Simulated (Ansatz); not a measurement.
**C5H4O2: how energies converge with the basis set**

How large a basis does C5H4O2 need? Two functionals are run in growing sets.

Method: one geometry, several basis sets; program: Ansatz 0.2.0, Gaussian basis.

Plan: PBE0-D4/def2-SVP; ωB97M-V/def2-SVP; PBE0-D4/def2-QZVPP; ωB97M-V/def2-QZVPP; the functionals' def2-TZVPP values are taken from earlier runs.

## Step 1: The geometry

The geometry comes from an earlier relaxation with PBE0-D4 in a triple-zeta def2 set; it is a stationary point, not always the lowest conformer.

SMILES `O=c1ccocc1`, 11 atoms, charge 0, spin multiplicity 1.

Atoms are counted from 1 here; the program's logs count them from 0.

Bond lengths: O1–C2 1.218 Å, C2–C3 1.460 Å, C2–C7 1.460 Å, C3–C4 1.338 Å, C3–H8 1.082 Å, C4–O5 1.346 Å, C4–H9 1.082 Å, O5–C6 1.346 Å, C6–C7 1.338 Å, C6–H10 1.082 Å, C7–H11 1.082 Å. Angles: O1–C2–C3 123.7°, O1–C2–C7 123.7°, C3–C2–C7 112.6°, C2–C3–C4 121.0°, C2–C3–H8 119.1°, C4–C3–H8 119.9°, C3–C4–O5 123.8°, C3–C4–H9 124.9°, O5–C4–H9 111.2°, C4–O5–C6 117.7°, O5–C6–C7 123.8°, O5–C6–H10 111.2°, C7–C6–H10 124.9°, C2–C7–C6 121.0°, C2–C7–H11 119.1°, C6–C7–H11 119.9°.

## Step 2: PBE0-D4 in def2-SVP

The input, in.yaml:

```yaml
crystal:
  periodic: [false, false, false]
  atoms:
    - {symbol: O, position_ang: [0.368274, -2.405258, -0.429529]}
    - {symbol: C, position_ang: [0.186668, -1.219266, -0.217743]}
    - {symbol: C, position_ang: [-0.411985, -0.697695, 1.007237]}
    - {symbol: C, position_ang: [-0.586450, 0.616768, 1.183542]}
    - {symbol: O, position_ang: [-0.236936, 1.547565, 0.276369]}
    - {symbol: C, position_ang: [0.320102, 1.122808, -0.872890]}
    - {symbol: C, position_ang: [0.543920, -0.164107, -1.161145]}
    - {symbol: H, position_ang: [-0.716776, -1.391153, 1.779983]}
    - {symbol: H, position_ang: [-1.022252, 1.071246, 2.063700]}
    - {symbol: H, position_ang: [0.559098, 1.953958, -1.523444]}
    - {symbol: H, position_ang: [0.996349, -0.434884, -2.106081]}
basis:
  gaussian: {orbitals: def2-SVP}
hamiltonian: {xc: pbe0, dispersion: d4}
output: {orbitals: {seedname: orbitals}}
```

The run is started by

```bash
$ ansatz run in.yaml --threads 4 --pin off --events-out ev --progress --plain --max-ram 10444MiB
```

The runs that follow: ωB97M-V in def2-SVP; PBE0-D4 in def2-QZVPP; ωB97M-V in def2-QZVPP.

Q: Predict the results of all the runs planned. Wanted: PBE0-D4: double and triple zeta above quadruple; ωB97M-V: double and triple zeta above quadruple.

The runs gave:

| quantity | value |
| --- | --- |
| PBE0-D4: double and triple zeta above quadruple | 10.96, 0.49 eV |
| ωB97M-V: double and triple zeta above quadruple | 11.28, 0.46 eV |

For PBE0-D4 the step from double to triple zeta gains 10.47 eV and the next only 0.49 eV. Total energies overstate the basis error of differences, where much of it tends to cancel.
